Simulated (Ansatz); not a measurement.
# HfHO+ (quintet): wave-function methods side by side, def2-SVP

The task here is to estimate one member of a computed series from the others.

Computed with Ansatz 0.2.0, Gaussian basis. Level: def2-SVP, core rule «outside noble gas», up to 5 orbitals frozen.

To be run: UHF; CCSD(T) on ROHF; CCSD(T) on UHF; CISD as a restricted active space (open shells left free, so some higher excitations enter); CCSDT(Q) on ROHF; CCSDT(Q) on UHF.

27 further runs of the same task are left out: 12 for a known fault of the program, 2 that didn't finish, 13 set aside as unsound or not needed. Runs told in other sessions of the task aren't counted.

**The system**

The geometry is a PBE0/def2-TZVP stationary point (not a proven minimum) of the parent state, kept for this charge and spin. No spin-orbit coupling is included. Elements past krypton take def2 core potentials.

3 atoms, charge 1, spin multiplicity 5.

Atoms are counted from 1 here; the program's logs count them from 0.

Bond lengths: Hf1–O2 2.641 Å, O2–H3 0.989 Å. Angles: Hf1–O2–H3 79.5°.

Set-up of the first run:

The input, in.yaml:

```yaml
crystal:
  periodic: [false, false, false]
  atoms:
    - {symbol: Hf, position_ang: [0.000000, -0.257744, 1.711606]}
    - {symbol: O, position_ang: [0.000000, -0.360612, -0.927017]}
    - {symbol: H, position_ang: [0.000000, 0.618356, -0.784589]}
basis:
  gaussian: {orbitals: def2-SVP}
total_charge: 1
magnetization: {spin_polarized: true, initial_magnetization: 4}
hamiltonian: {xc: hf}
output: {orbitals: {seedname: orbitals}}
```

Launch:

```
ansatz run in.yaml --threads 1 --pin off --events-out ev --progress --plain --max-ram 2393MiB
```

Steps of the session up to this table: UHF; CCSD(T) on ROHF; CCSD(T) on UHF; CISD as a restricted active space (open shells left free, so some higher excitations enter); CCSDT(Q) on ROHF; CCSDT(Q) on UHF.

One of the session's tables, all rows but one given; the rest of the session is left out.

It belongs to the step «Misses and costs». 

```
   method  from RCCSDT(Q) (meV)
     ROHF               +5182.8
      UHF               +4966.6
     RMP2                +594.0
     UMP2                +499.4
    RCCSD                +101.3
    UCCSD                  +5.8
 RCCSD(T)                 +24.3
 UCCSD(T)                     ?
   RCCSDT                  +8.0
   UCCSDT                 -81.3
RCCSDT(Q)                     0
UCCSDT(Q)                 -89.2
```

Estimate the missing values for UCCSD(T).

As computed: from RCCSDT(Q) (meV): -69.2. In the column «from RCCSDT(Q) (meV)» it lies between UCCSDT (-81.3) and RCCSDT(Q) (0).

Not comparable, so not listed: CISD as a restricted active space (open shells left free, so some higher excitations enter) (they don't share determinant, frozen orbitals or solution with the rows shown, or repeat one).

Caveats from the session: Restricted and unrestricted rows rest on different reference determinants; a gap between their highest levels can come from leftover correlation error, from unlike frozen cores or from another state.
